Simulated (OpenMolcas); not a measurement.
# CCSD(T)/6-311G(d,p) run of BrF (bromine fluoride)

Aim: the vertical singlet–triplet gap of BrF (bromine fluoride) at CCSD(T)/6-311G**, from 2 runs. 

Program for the calculation: OpenMolcas 26.06.

4 further runs of the same task are left out: 4 that didn't finish.

## 1. Starting point

The species is BrF (2 atoms), meant as a singlet with charge 0. SMILES: `FBr`. The coordinates come from a GFN2-xTB relaxation.

Bond lengths: F1–Br2 1.800 Å.

## 2. A single-point energy at CCSD(T)/6-311G(d,p)

Contents of job.inp:

```
&gateway
baslib
$CurrDir
coord
2
angstrom
F        0.000000       0.000000       0.000000
Br       0.000000       0.000000       1.799940
basis
6-311Gss
group
NoSym
&seward
&scf
prorbitals
1 1
&rasscf
fileorb
$Project.ScfOrb
spin
1
nactel
0 0 0
inactive
22
ras2
0
outorbitals
Canonical
orblisting
Nothing
&motra
jobiph
frozen
10
&ccsdt
cct
triples
2
iterations
50
extrapolation
5 4
```

The basis set 6-311G** is read from a file made from the Basis Set Exchange's data (not shown).

Command:

```bash
$ export MOLCAS_MEM=1860
$ pymolcas job.inp > job.log
```

The program printed, shortened:

```text
--- Start Module: gateway ---
[...]
--- Stop Module: gateway /rc=_RC_ALL_IS_WELL_ ---
[...]
      Basis functions           62
[...]
       Convergence after  11 Iterations
[...]
::    Total SCF energy                              -2671.7519206476
[...]
      Total spin, S                                     0.0000000000
[...]
      Number of active orbitals                  0
[...]
      Spin quantum number                      0.0
[...]
      Active orbitals                            0
[...]
      Number of CSFs                             1
[...]
      Number of root(s) required                 1
[...]
      Convergence after  4 iterations
[...]
      Natural orbitals and occupation numbers for root  1
      ************************************************************************************************************************
      *                                                    Final results                                                     *
      ************************************************************************************************************************
[...]
::    RASSCF root number  1 Total energy:  -2671.75192065
[...]
      Total electronic charge=   44.000000
      Total            charge=   -0.000000
[...]
      Dipole Moment (debye):
      Origin of the operator (angstrom)=    0.0000    0.0000    1.4507
                   X= -1.7236E-15               Y= -1.7659E-16               Z=  2.1624E+00           Total=  2.1624E+00
      Quadrupole Moment (debye*angstrom):
[...]
--- Start Module: motra ---
[...]
      *** WARNING: Default frozen orbitals is overwritten by user input.
      *** Default values:  15
[...]
--- Stop Module: motra /rc=_RC_ALL_IS_WELL_ ---
--- Start Module: ccsdt ---
[...]
      Convergence after                    15  Iterations
      Total energy (diff) :   -2672.23730035       0.00000003
[...]
 METHOD                       : CCSD+T(CCSD)+<T3(1)WT1> = CCSD(T)
[...]
       CCSD     =     -2672.2373003533962
[...]
--- Stop Module: ccsdt /rc=_RC_ALL_IS_WELL_ ---
[...]
```

Wall time 9.3 s (1 thread of INTEL XEON PLATINUM 8581C at 2.10GHz (Emerald Rapids), shared host); peak memory 0.4 GiB.

## 3. The triplet at the same level

Contents of job.inp:

```
* BrF CCSD(T)

&GATEWAY
 BasLib=$CurrDir
 Coord
 2
 angstrom
 F        0.000000       0.000000       0.000000
 Br       0.000000       0.000000       1.799940
 Basis=6-311Gss
 Group=NoSym

&SEWARD

&SCF
 UHF
 Spin=3
 PrOrbitals=1 1

&RASSCF
 FileOrb=$Project.UnaOrb
 Spin=3
 Nactel=2 0 0
 Inactive=21
 Ras2=2
 OutOrbitals=Canonical
 OrbListing=Nothing

&MOTRA
 JobIph
 Frozen=10

&CCSDT
 CCT
 Triples=3
 Iterations=50
 Extrapolation=5 4
```

The basis set 6-311G** is read from a file made from the Basis Set Exchange's data (not shown).

Command:

```bash
$ export MOLCAS_MEM=1860
$ pymolcas job.inp > job.log
```

The program printed, shortened:

```text
--- Start Module: gateway ---
[...]
--- Stop Module: gateway /rc=_RC_ALL_IS_WELL_ ---
[...]
      Basis functions           62
[...]
       Convergence after  22 Iterations
[...]
::    Total SCF energy                              -2671.6741495749
[...]
      Total spin, S                                     1.0057925639
[...]
      Number of active orbitals                  2
[...]
      Spin quantum number                      1.0
[...]
      Active orbitals                            2
[...]
      Number of CSFs                             1
[...]
      Number of root(s) required                 1
[...]
      Convergence after 14 iterations
[...]
      printout of CI-coefficients larger than  0.05 for root  1
      energy=   -2671.663894
      conf/sym  11     Coeff  Weight
             1  uu   1.00000 1.00000
      Natural orbitals and occupation numbers for root  1
      sym 1:   1.000000   1.000000
      ************************************************************************************************************************
      *                                                    Final results                                                     *
[...]
::    RASSCF root number  1 Total energy:  -2671.66389380
[...]
      Total electronic charge=   44.000000
      Total            charge=   -0.000000
[...]
      Dipole Moment (debye):
      Origin of the operator (angstrom)=    0.0000    0.0000    1.4507
                   X=  1.2273E-07               Y=  1.7775E-07               Z=  2.5318E+00           Total=  2.5318E+00
      Quadrupole Moment (debye*angstrom):
[...]
--- Start Module: motra ---
[...]
      *** WARNING: Default frozen orbitals is overwritten by user input.
      *** Default values:  15
[...]
--- Stop Module: motra /rc=_RC_ALL_IS_WELL_ ---
--- Start Module: ccsdt ---
[...]
      Convergence after                    17  Iterations
      Total energy (diff) :   -2672.14107081      -0.00000005
[...]
 METHOD                       : CCSD+T(CCSD)+<T3(1)WT1>+<T3(1)UT2> = CCSD(T)
[...]
       CCSD     =     -2672.1410708141216
[...]
--- Stop Module: ccsdt /rc=_RC_ALL_IS_WELL_ ---
[...]
```

It took 12 s on 1 thread of INTEL XEON PLATINUM 8581C at 2.10GHz (Emerald Rapids), shared host; peak memory 0.4 GiB.

## 4. Outcome

At CCSD(T)/6-311G**, 10 core orbitals frozen:

| quantity | value |
| --- | --- |
| singlet: total energy | -2672.24840 Eh |
| singlet: dipole moment (mean-field density) | 2.16 D |
| singlet: HOMO energy (Hartree–Fock orbitals) | -12.44 eV |
| singlet: LUMO energy (Hartree–Fock orbitals) | 0.53 eV |
| singlet: HOMO–LUMO gap (Hartree–Fock orbitals) | 12.97 eV |
| singlet: correlation energy (10 core orbitals frozen) | -496.5 mEh |
| singlet: (T) correction | -11.10 mEh |
| triplet: total energy | -2672.15152 Eh |
| triplet: (T) correction | -10.45 mEh |
| vertical energy of the triplet above the singlet | 2.636 eV |

**Reading.** At this shape the triplet lies 2.64 eV (61 kcal/mol) above the singlet. The triples (singlet) make up 2.2 % of the correlation energy.
